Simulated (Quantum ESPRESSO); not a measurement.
A calculation with Quantum ESPRESSO 7.5 of Dy (ASE script, structure typed inline):

Contents of run.py:

```python
import numpy as np
from ase.calculators.espresso import Espresso, EspressoProfile
from ase import Atoms

atoms = Atoms(['Dy', 'Dy'],
              cell=[[3.5903, 0.0, 0.0], [-1.79515, 3.1092910072, 0.0], [0.0, 0.0, 5.6475]],
              scaled_positions=[[0.6666666667, 0.3333333333, 0.75], [0.3333333333, 0.6666666667, 0.25]],
              pbc=True)
atoms.set_initial_magnetic_moments([5.0, 5.0])

input_data = {
    'control': {'calculation': 'scf', 'prefix': 'pwscf', 'outdir': './tmp', 'tprnfor': True, 'tstress': True, 'disk_io': 'nowf'},
    'system': {'ecutwfc': 55.0, 'ecutrho': 440.0, 'nbnd': 31, 'input_dft': 'pbesol', 'occupations': 'smearing', 'smearing': 'fd', 'degauss': 0.00367493, 'nspin': 2},
    'electrons': {'conv_thr': 4e-10, 'electron_maxstep': 120, 'mixing_beta': 0.3},
}
pseudopotentials = {'Dy': 'Dy.paw.z_20.atompaw.wentzcovitch.v1.2.upf'}
profile = EspressoProfile(command='mpirun -n 2 pw.x -nk 2', pseudo_dir='pseudo')
dft = Espresso(profile=profile, input_data=input_data, pseudopotentials=pseudopotentials, kpts=(9, 9, 5), koffset=(0, 0, 0))
atoms.calc = dft

print(f'energy {atoms.get_potential_energy():.8f} eV')
print('forces (eV/A)')
print(np.round(atoms.get_forces(), 6))
print('stress (eV/A^3, Voigt)')
print(np.round(atoms.get_stress(), 8))
print(f'Fermi level {dft.get_fermi_level():.4f} eV')
```

Potentials or basis: SSSP 1.3 efficiency PBE.

The run is started by

```bash
$ OMP_NUM_THREADS=1 python run.py
```

Q: Write the same calculation in another form: native input, structure typed inline.

A: As run:

Contents of pw.in:

```
&CONTROL
  calculation = 'scf'
  prefix = 'pwscf'
  outdir = './tmp'
  pseudo_dir = './pseudo'
  tprnfor = .true.
  tstress = .true.
  disk_io = 'low'
/
&SYSTEM
  ibrav = 0
  celldm(1) = 8
  nat = 2
  ntyp = 1
  ecutwfc = 55
  ecutrho = 440
  nbnd = 31
  input_dft = 'pbesol'
  occupations = 'smearing'
  smearing = 'fd'
  degauss = 0.00367493
  nspin = 2
  starting_magnetization(1) = 0.25
/
&ELECTRONS
  conv_thr = 4d-10
  electron_maxstep = 120
  mixing_beta = 0.3
/
ATOMIC_SPECIES
Dy   162.5000 Dy.paw.z_20.atompaw.wentzcovitch.v1.2.upf
CELL_PARAMETERS alat
  0.8480854631555   0.0000000000000   0.0000000000000
 -0.4240427315777   0.7344635556712   0.0000000000000
  0.0000000000000   0.0000000000000   1.3340285361030
ATOMIC_POSITIONS crystal
Dy     0.6666666667    0.3333333333    0.7500000000
Dy     0.3333333333    0.6666666667    0.2500000000
K_POINTS automatic
9 9 5 0 0 0
```

Contents of pp_density.in:

```
&INPUTPP
  prefix = 'pwscf'
  outdir = './tmp'
  filplot = 'density.dat'
  plot_num = 0
/
&PLOT
  nfile = 1
  filepp(1) = 'density.dat'
  iflag = 3
  output_format = 6
  fileout = 'density.cube'
/
```

Contents of pp_potential.in:

```
&INPUTPP
  prefix = 'pwscf'
  outdir = './tmp'
  filplot = 'potential.dat'
  plot_num = 11
/
&PLOT
  nfile = 1
  filepp(1) = 'potential.dat'
  iflag = 3
  output_format = 6
  fileout = 'potential.cube'
/
```

The input pp_spin.in:

```
&INPUTPP
  prefix = 'pwscf'
  outdir = './tmp'
  filplot = 'spin.dat'
  plot_num = 6
/
&PLOT
  nfile = 1
  filepp(1) = 'spin.dat'
  iflag = 3
  output_format = 6
  fileout = 'spin.cube'
/
```

Potentials or basis: SSSP 1.3 efficiency PBE.

The run is started by

```console
$ OMP_NUM_THREADS=1 mpirun -n 2 pw.x -nk 2 -in pw.in > pw.out
$ OMP_NUM_THREADS=1 mpirun -n 1 pp.x -in pp_density.in > pp_density.out
$ OMP_NUM_THREADS=1 mpirun -n 1 pp.x -in pp_potential.in > pp_potential.out
$ OMP_NUM_THREADS=1 mpirun -n 1 pp.x -in pp_spin.in > pp_spin.out
```

Both were run:

|  | ASE script, structure typed inline | native input, structure typed inline |
| --- | --- | --- |
| Pressure | -2.9 GPa | -3.0 GPa |
| Band gap on the k mesh | none (metal or under the smearing width) | none (metal or under the smearing width) |
| Net moment | 9.23 μB per cell | 9.23 μB per cell |
| Absolute moment | 9.44 μB per cell | 9.44 μB per cell |
| Site moments | Dy +4.65 μB | Dy +4.65 μB |
| Valence electrons inside the program's atomic spheres | Dy 18.54 | Dy 18.54 |

Keys that steer only the numerical path or the files written may differ.

Caveat: the potentials were made for another functional, which shifts forces and pressure; the magnetic or orbital state may not be the lowest; spin-orbit coupling is left out, which moves the levels of the heavy elements.
